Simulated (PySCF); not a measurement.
# One shape, several levels: C2H8GaN (SMILES [CH3][Ga]([CH3])[NH2])

Aim: a comparison of 5 runs (B3LYP/cc-pVDZ, BLYP/cc-pVDZ, PBE/cc-pVDZ, SVWN5/cc-pVDZ, CCSD(T)/cc-pVDZ) of C2H8GaN. The job is set up through a Python script.

Program for the calculation: PySCF 2.14.0.

### 1 Starting point

C2H8GaN has 12 atoms, charge 0, and is taken as a singlet. SMILES: `[CH3][Ga]([CH3])[NH2]`. The coordinates come from a PBE0-D4/def2-TZVP relaxation.

Bond lengths: C1–Ga2 1.967 Å, Ga2–C3 1.967 Å, Ga2–N4 1.824 Å, C1–H5 1.091 Å, C1–H6 1.093 Å, C1–H7 1.093 Å, C3–H8 1.093 Å, C3–H9 1.091 Å, C3–H10 1.093 Å, N4–H11 1.006 Å, N4–H12 1.006 Å. Some angles: C1–Ga2–C3 126.1°, C1–Ga2–N4 117.0°, C3–Ga2–N4 117.0°, Ga2–C1–H5 111.8°, Ga2–C1–H6 110.6°, Ga2–C1–H7 110.6°, Ga2–C3–H8 110.6°, Ga2–C3–H9 111.7°, Ga2–C3–H10 110.6°, Ga2–N4–H11 124.2°.

### 2 The energy at B3LYP/cc-pVDZ (run 1)

File input.py:

```python
# [CH3][Ga]([CH3])[NH2]
from pyscf import gto, dft

mol = gto.M(
    atom='''
C     -0.496600     1.795100    -0.383100
Ga    -0.078800    -0.097900    -0.052000
C      1.442300    -0.783000     0.989400
N     -1.206800    -1.333200    -0.779100
H     -1.389900     1.910300    -0.999000
H     -0.659300     2.323300     0.559900
H      0.336100     2.290100    -0.889200
H      1.414300    -0.397200     2.011600
H      1.443400    -1.873300     1.034100
H      2.387700    -0.456700     0.548400
H     -2.017200    -1.104900    -1.329400
H     -1.098200    -2.328000    -0.677500
''',
    basis='cc-pvdz',
    verbose=3,
    max_memory=1860,
)

mf = dft.RKS(mol)
mf.xc = 'b3lyp'
mf.conv_tol = 1e-10
mf.grids.level = 5
mf.kernel()
if not mf.converged:
    mf = mf.newton().run(mf.mo_coeff, mf.mo_occ)

energy = mf.e_tot
print('E(%s) = %.9f' % ('B3LYP', energy))
```

The run is started by

```sh
$ OMP_NUM_THREADS=1 python input.py
```

Output:

```text
converged SCF energy = -2060.67884990154
E(B3LYP) = -2060.678849902
```

Wall time 33 s (1 thread of Intel Xeon at 2.70GHz, shared host); peak memory 0.59 GiB.

### 3 The energy at BLYP/cc-pVDZ (run 2)

File job.py:

```python
# [CH3][Ga]([CH3])[NH2]
from pyscf import gto, dft

mol = gto.M(
    atom='''
C     -0.938438     3.392247    -0.723954
Ga    -0.148910    -0.185004    -0.098266
C      2.725552    -1.479656     1.869695
N     -2.280521    -2.519383    -1.472286
H     -2.626530     3.609944    -1.887836
H     -1.245896     4.390401     1.058058
H      0.635137     4.327662    -1.680344
H      2.672640    -0.750599     3.801373
H      2.727631    -3.540024     1.954166
H      4.512099    -0.863038     1.036326
H     -3.811956    -2.087958    -2.512202
H     -2.075297    -4.399282    -1.280289
''',
    verbose=3,
    max_memory=1860,
    basis='cc-pvdz',
    charge=0,
    unit='bohr',
)

mf = dft.RKS(mol)
mf.xc = 'blyp'
mf.grids.level = 5
mf.conv_tol = 1e-10
mf.kernel()
if not mf.converged:
    mf = mf.newton().run(mf.mo_coeff, mf.mo_occ)

e_final = mf.e_tot
print('E = %.10f Eh' % e_final)
```

The run is started by

```sh
$ OMP_NUM_THREADS=1 python job.py
```

Output:

```text
converged SCF energy = -2060.60624251225
E = -2060.6062425122 Eh
```

Wall time 47 s (1 thread of Intel Xeon at 2.70GHz, shared host); peak memory 0.59 GiB.

Runs 3 to 4 aren't shown in full; the table further down has their settings and results.

### 4 A single-point energy at CCSD(T)/cc-pVDZ (run 5)

File mol.xyz:

```xyz
12
C2H8GaN
C     -0.496600     1.795100    -0.383100
Ga    -0.078800    -0.097900    -0.052000
C      1.442300    -0.783000     0.989400
N     -1.206800    -1.333200    -0.779100
H     -1.389900     1.910300    -0.999000
H     -0.659300     2.323300     0.559900
H      0.336100     2.290100    -0.889200
H      1.414300    -0.397200     2.011600
H      1.443400    -1.873300     1.034100
H      2.387700    -0.456700     0.548400
H     -2.017200    -1.104900    -1.329400
H     -1.098200    -2.328000    -0.677500
```

File calc.py:

```python
from pyscf import gto, scf, cc

system = gto.Mole()
system.atom = 'mol.xyz'
system.verbose = 3
system.basis = 'cc-pvdz'
system.max_memory = 1860
system.build()

hf = scf.RHF(system)
hf.conv_tol = 1e-10
hf.kernel()
if not hf.converged:
    hf = hf.newton().run(hf.mo_coeff, hf.mo_occ)

mycc = cc.CCSD(hf, frozen=12)
mycc.kernel()
e_t = mycc.ccsd_t()
energy = mycc.e_tot + e_t
print('Final energy', energy)
```

The run is started by

```sh
$ OMP_NUM_THREADS=1 python calc.py
```

Output:

```text
converged SCF energy = -2058.08756194373
E(CCSD) = -2058.697975652868  E_corr = -0.6104137091389831
CCSD(T) correction = -0.0176299947052895
Final energy -2058.715605647573
```

It took 89 s on 1 thread of Intel Xeon at 2.70GHz, shared host; peak memory 0.85 GiB.

### 5 All runs side by side

```csv
run,level,integration grid,frozen core orbitals,energy (Eh),dipole moment (D) of the reference,HOMO energy (eV),LUMO energy (eV),wall time
1,B3LYP/cc-pVDZ,5,–,-2060.678850,0.51,-6.51,0.12,33 s
2,BLYP/cc-pVDZ,5,–,-2060.606243,0.61,-5.26,-0.33,47 s
3,PBE/cc-pVDZ,5,–,-2060.140941,0.59,-5.40,-0.41,40 s
4,SVWN5/cc-pVDZ,5,–,-2056.369399,0.62,-5.55,-0.62,25 s
5,CCSD(T)/cc-pVDZ,–,12,-2058.715606,0.26,-10.19,3.18,89 s
```

### 6 Results

| quantity | value |
| --- | --- |
| run 5: total energy | -2058.71561 Eh |
| run 5: dipole moment (Hartree–Fock density) | 0.26 D |
| run 5: HOMO energy (Hartree–Fock orbitals) | -10.19 eV |
| run 5: LUMO energy (Hartree–Fock orbitals) | 3.18 eV |
| run 5: HOMO–LUMO gap (Hartree–Fock orbitals) | 13.37 eV |
| run 5: correlation energy (12 core orbitals frozen) | -628.0 mEh |
| run 5: (T) correction | -17.63 mEh |
| run 5: T1 diagnostic | 0.011 |

Over runs 1, 2, 3, 4 the dipole moment (its size) runs from 0.51 D (B3LYP/cc-pVDZ) to 0.62 D (SVWN5/cc-pVDZ). Over runs 1, 2, 3, 4 the HOMO–LUMO gap runs from 4.92 eV (BLYP/cc-pVDZ) to 6.63 eV (B3LYP/cc-pVDZ). Totals of different functionals can't be ranked against each other. All runs together took 3.9 min, the longest 89 s.
